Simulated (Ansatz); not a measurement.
**C₂H₆Br₂GaN: basis-set convergence**

One table from this session's results is given with a row withheld; the runs are named, their logs left out.

Program: Ansatz 0.2.0, Gaussian basis. Level of theory: one geometry, several basis sets. These are calculated values, not measurements.

Levels to be run: PBE0-D4/def2-SVP; ωB97M-V/def2-SVP; PBE0-D4/def2-QZVPP; ωB97M-V/def2-QZVPP; the functionals' def2-TZVPP values are taken from earlier runs.

## The geometry

The geometry comes from an earlier relaxation with PBE0-D4 in a triple-zeta def2 set; it is a stationary point, not always the lowest conformer.

SMILES `C[N](C)[Ga]([Br])[Br]`, 12 atoms, charge 0, spin multiplicity 1.

Atoms are counted from 1 here; the program's logs count them from 0.

Bond lengths: C1–N2 1.442 Å, C1–H7 1.098 Å, C1–H8 1.098 Å, C1–H9 1.091 Å, N2–C3 1.442 Å, N2–Ga4 1.800 Å, C3–H10 1.091 Å, C3–H11 1.098 Å, C3–H12 1.098 Å, Ga4–Br5 2.274 Å, Ga4–Br6 2.274 Å. Angles: N2–C1–H7 111.1°, N2–C1–H8 111.1°, N2–C1–H9 110.9°, H7–C1–H8 107.6°, H7–C1–H9 108.0°, H8–C1–H9 108.0°, C1–N2–C3 114.1°, C1–N2–Ga4 123.0°, C3–N2–Ga4 123.0°, N2–C3–H10 110.9°, N2–C3–H11 111.1°, N2–C3–H12 111.1°, H10–C3–H11 108.0°, H10–C3–H12 108.0°, H11–C3–H12 107.6°, N2–Ga4–Br5 120.3°, N2–Ga4–Br6 120.3°, Br5–Ga4–Br6 119.4°.

Set-up of the first run:

in.yaml reads:

```yaml
crystal:
  periodic: [false, false, false]
  atoms:
    - {symbol: C, position_ang: [-0.552017, -0.732962, 1.118946]}
    - {symbol: N, position_ang: [0.004127, -0.007723, 0.003722]}
    - {symbol: C, position_ang: [1.255133, -0.538691, -0.477986]}
    - {symbol: Ga, position_ang: [-0.792773, 1.433651, -0.722758]}
    - {symbol: Br, position_ang: [0.166412, 2.509442, -2.481246]}
    - {symbol: Br, position_ang: [-2.766846, 2.193865, 0.110740]}
    - {symbol: H, position_ang: [0.134742, -0.728918, 1.976262]}
    - {symbol: H, position_ang: [-0.744293, -1.781340, 0.853419]}
    - {symbol: H, position_ang: [-1.495393, -0.289191, 1.441455]}
    - {symbol: H, position_ang: [1.629155, 0.046709, -1.319608]}
    - {symbol: H, position_ang: [1.141336, -1.578633, -0.812872]}
    - {symbol: H, position_ang: [2.020426, -0.526209, 0.309927]}
basis:
  gaussian: {orbitals: def2-SVP}
hamiltonian: {xc: pbe0, dispersion: d4}
output: {orbitals: {seedname: orbitals}}
```

Command:

```bash
$ ansatz run in.yaml --threads 2 --pin off --events-out ev --progress --plain --max-ram 22528MiB --backend cpu
```

Steps of the session up to this table: PBE0-D4 in def2-SVP; ωB97M-V in def2-SVP; PBE0-D4 in def2-QZVPP; ωB97M-V in def2-QZVPP.

One table of the session follows, with a row left open; its other results are not shown here.

It belongs to the step «Functionals by basis». 

| functional | basis | HOMO (eV) |
| --- | --- | --- |
| PBE0-D4 | def2-SVP | -6.76 |
| PBE0-D4 | def2-TZVPP | -6.84 |
| PBE0-D4 | def2-QZVPP | -6.86 |
| ωB97M-V | def2-SVP | ? |
| ωB97M-V | def2-TZVPP | -9.11 |
| ωB97M-V | def2-QZVPP | -9.13 |

Estimate the missing values for ωB97M-V, def2-SVP.

The run gave: HOMO (eV): -9.01. In the column «HOMO (eV)» it lies between ωB97M-V, def2-TZVPP (-9.11) and PBE0-D4, def2-QZVPP (-6.86).
